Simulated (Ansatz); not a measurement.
# SbH₂+ (triplet): the correlation ladder at distance Sb1–H2 = 1.371 Å, def2-SVP

Aim: climb from Hartree-Fock through coupled cluster and multireference methods for SbH₂+ (triplet) at one geometry and basis, and see what each rung misses.

The runs use Ansatz 0.2.0, Gaussian basis; def2-SVP, core rule «outside noble gas», up to 9 orbitals frozen.

Plan: UHF; CCSD(T) on ROHF; CCSD(T) on UHF; BCCD(T) on ROHF; CISD; CCSDT(Q) on ROHF; CCSDT(Q) on UHF; CASSCF and MRCISD+Q, 4 electrons in 4 orbitals; CASSCF and NEVPT2, 4 electrons in 4 orbitals; CASSCF and MRCISD+Q, 6 electrons in 6 orbitals; CASSCF and NEVPT2, 6 electrons in 6 orbitals; Full CI.

13 further runs of the same task are left out: 11 that didn't finish, 2 set aside as unsound or not needed.

## 1. The system

The geometry derives from a PBE0/def2-TZVP stationary point (not a proven minimum). One bond is set to the value named and the two fragments are kept rigid. No spin-orbit coupling is included. Elements past krypton take def2 core potentials.

3 atoms, charge 1, spin multiplicity 3.

Atoms are counted from 1 here; the program's logs count them from 0.

Bond lengths: Sb1–H2 1.371 Å, Sb1–H3 1.691 Å. Angles: H2–Sb1–H3 120.6°.

## 2. UHF

The input, in.yaml:

```yaml
crystal:
  periodic: [false, false, false]
  atoms:
    - {symbol: Sb, position_ang: [0.000000, -0.012348, -0.002262]}
    - {symbol: H, position_ang: [0.000000, 0.666674, -1.193299]}
    - {symbol: H, position_ang: [0.000000, 0.825031, 1.466541]}
basis:
  gaussian: {orbitals: def2-SVP}
total_charge: 1
magnetization: {spin_polarized: true, initial_magnetization: 2}
hamiltonian: {xc: hf}
output: {orbitals: {seedname: orbitals}}
```

The run is started by

```sh
$ ansatz run in.yaml --threads 1 --pin off --events-out ev --progress --plain --max-ram 2393MiB
```

Further steps of the session: CCSD(T) on ROHF; CCSD(T) on UHF; BCCD(T) on ROHF; CISD; CCSDT(Q) on ROHF; CCSDT(Q) on UHF; CASSCF and MRCISD+Q, 4 electrons in 4 orbitals; CASSCF and NEVPT2, 4 electrons in 4 orbitals; CASSCF and MRCISD+Q, 6 electrons in 6 orbitals; CASSCF and NEVPT2, 6 electrons in 6 orbitals; Full CI.

Before running them: what should the planned runs give, taken together? Wanted: FCI below the RHF energy; RMP2 from FCI; UMP2 from FCI; RCCSD from FCI; RCCSD(T) from FCI; UCCSD(T) from FCI; RCCSDT(Q) from FCI; UCCSDT(Q) from FCI; NEVPT2 pair from FCI.

The runs gave:

```
                         quantity                                                                                                                      value
         FCI below the RHF energy                                                                                                                 -2.3688 eV
                    RMP2 from FCI                                                                                                               +55.6 kJ/mol
                    UMP2 from FCI                                                                                                               +53.6 kJ/mol
                   RCCSD from FCI                                                                                                                +5.3 kJ/mol
                RCCSD(T) from FCI                                                                                                                +1.2 kJ/mol
                UCCSD(T) from FCI                                                                                                                -0.7 kJ/mol
               RCCSDT(Q) from FCI                                                                                                                -0.1 kJ/mol
               UCCSDT(Q) from FCI                                                                                                                -2.0 kJ/mol
             NEVPT2 pair from FCI                                                                                                               +47.7 kJ/mol
           MRCISD+Q pair from FCI                                                                                                                -0.9 kJ/mol
          NEVPT2 valence from FCI                                                                                                               +39.0 kJ/mol
levels within 1 kcal/mol (43 meV)  UCCSD, RCCSD(T), UCCSD(T), BCCD(T), RCCSDT, UCCSDT, RCCSDT(Q), UCCSDT(Q), MRCISD+Q pair, MRCISD valence, MRCISD+Q valence
                    T1 diagnostic                                                                                                                      0.017
   effectively unpaired electrons                                                                                                                       2.02
```

In words: RCCSD(T) lands +1.2 kJ/mol from the yardstick (0.5 % of the correlation energy). UCCSD(T), UCCSDT, UCCSDT(Q), MRCISD+Q pair, MRCISD+Q valence fall below full CI: unrestricted runs freeze a spin-polarised core, another one than full CI's, and coupled cluster isn't variational. One determinant dominates. Of the multireference levels listed MRCISD+Q pair comes nearest in total energy (-0.9 kJ/mol), which doesn't show that its space is the better one. These misses are within one basis, not against nature; the frozen cores of restricted and unrestricted runs differ, which can shift their rows.
